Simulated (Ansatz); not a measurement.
# Li3Mg: the cost of one run

Program: Ansatz 0.2.0 through its Python package. Level of theory: DFT LDA, plane waves, PAW. These are calculated values, not measurements.

## (1) The structure

Li3Mg Fm-3m: The structure is cubic, space group Fm-3m (No. 225). The conventional cell has a = 6.858 Å, b = 6.858 Å, c = 6.858 Å, α = 90.00°, β = 90.00°, γ = 90.00°. Around Li (site symmetry -43m) lie 4 Li at 2.97 Å and 4 Mg at 2.97 Å. Li (site symmetry m-3m) is surrounded by 8 Li at 2.97 Å. Mg (site symmetry m-3m) has 8 Li at 2.97 Å as nearest neighbours.

Li Im-3m: The structure is cubic, space group Im-3m (No. 229). The conventional cell has a = 3.509 Å, b = 3.509 Å, c = 3.509 Å, α = 90.00°, β = 90.00°, γ = 90.00°. Around Li (site symmetry m-3m) lie 8 Li at 3.04 Å.

Mg P6_3/mmc: Symmetry: P6_3/mmc, No. 194, hexagonal system. Conventional cell: a = 3.209 Å, b = 3.209 Å, c = 5.210 Å, α = 90.00°, β = 90.00°, γ = 120.00°. Mg (site symmetry -6m2) has 12 Mg at 3.20 to 3.21 Å as nearest neighbours.

No structure file is read: the coordinates are typed or built in the script.

## (2) The code

The input, formation_li3mg.py:

```python
'''Is Li3Mg bound against its elements, after relaxing cells and atoms.'''

from collections import Counter
import warnings

import ansatz as az
import numpy as np

config = {
    'xc': 'LDA',
    'cutoff_ev': 500,
    'kspacing': 0.33,
    'filling': 'gaussian',
    'width_ev': 0.1,
}

PHASES = {
    'Li3Mg': (
        [[0.0, 3.42888, 3.42888], [3.42888, 0.0, 3.42888], [3.42888, 3.42888, 0.0]],
        [
            ('Li', [0.25, 0.25, 0.25]),
            ('Li', [0.5, 0.5, 0.5]),
            ('Li', [0.75, 0.75, 0.75]),
            ('Mg', [0.0, 0.0, 0.0]),
        ],
    ),
    'Li': (
        [[-1.75465, 1.75465, 1.75465], [1.75465, -1.75465, 1.75465], [1.75465, 1.75465, -1.75465]],
        [
            ('Li', [0.0, 0.0, 0.0]),
        ],
    ),
    'Mg': (
        [[3.2093, 0.0, 0.0], [-1.60465, 2.77934, 0.0], [0.0, 0.0, 5.2103]],
        [
            ('Mg', [1 / 3, 2 / 3, 0.25]),
            ('Mg', [2 / 3, 1 / 3, 0.75]),
        ],
    ),
}


def build(vectors, sites):
    crystal = az.Crystal(lattice=az.Lattice.of(vectors))
    for symbol, position in sites:
        crystal = crystal.atom(symbol, position)
    return crystal


def compute(name, crystal):
    calc = (
        crystal.calculation()
        .functional(config['xc'])
        .basis(config['cutoff_ev'])  # cutoff of the orbital basis
        .kpoints(spacing=config['kspacing'])  # sampling of the Brillouin zone
        .occupations(config['filling'], width=config['width_ev'])  # the run then minimises F = E - TS
        .stress()  # positive in compression
    )
    calc = calc.relax(force_tolerance=0.02, max_steps=60, cell=True)
    return calc.run()


def counts(outcome):
    return Counter(site.symbol for site in outcome.lattice.sites)

def formation_energy(outcome, mu):
    n = counts(outcome)
    return (outcome.report['energy_sigma0_ev'] - sum(k * mu[element] for element, k in n.items())) / sum(n.values())


def volume_per_atom(outcome):
    return abs(np.linalg.det(outcome.lattice.cell_ang)) / len(outcome.lattice.sites)

warnings.simplefilter('ignore')

phases = {name: build(*cell) for name, cell in PHASES.items()}

done = {name: compute(name, crystal) for name, crystal in phases.items()}

# energy of one atom in its reference phase
references = {'Li': 'Li', 'Mg': 'Mg'}
mu = {element: done[name].report['energy_sigma0_ev'] / len(done[name].lattice.sites) for element, name in references.items()}

target = done['Li3Mg']
heat = formation_energy(target, mu)
n = counts(target)
print('cell content:', dict(n), ' volume', round(volume_per_atom(target), 3), 'A^3/atom')
print('formation energy', round(heat, 4), 'eV/atom,', round(heat * sum(n.values()), 4), 'eV per cell')
print('bound against the elements' if heat < 0 else 'unbound against the elements')
```

## (3) The calls as engine input

The engine receives this input (first run):

```yaml
crystal:
  lattice:
    - [0.0, 3.42888, 3.42888]
    - [3.42888, 0.0, 3.42888]
    - [3.42888, 3.42888, 0.0]
  atoms:
    - { symbol: Li, position: [0.25, 0.25, 0.25] }
    - { symbol: Li, position: [0.5, 0.5, 0.5] }
    - { symbol: Li, position: [0.75, 0.75, 0.75] }
    - { symbol: Mg, position: [0.0, 0.0, 0.0] }
basis:
  ecutwfc: 500.0
kpoints:
  mp_grid:
    kspacing: 0.33
hamiltonian:
  xc: lda
scf:
  occupations:
    method: gaussian
    width: 0.1
relax:
  f_tol: 0.02
  max_steps: 60
  cell: {}
output:
  stress: true
```

## (4) Launch

Launch:

```sh
> python formation_li3mg.py
```

**Question.** How long does this script take on 1 thread of Arm Neoverse V1, shared host, and how much memory does it need?

About 11 s, with a peak of 0.36 GiB.
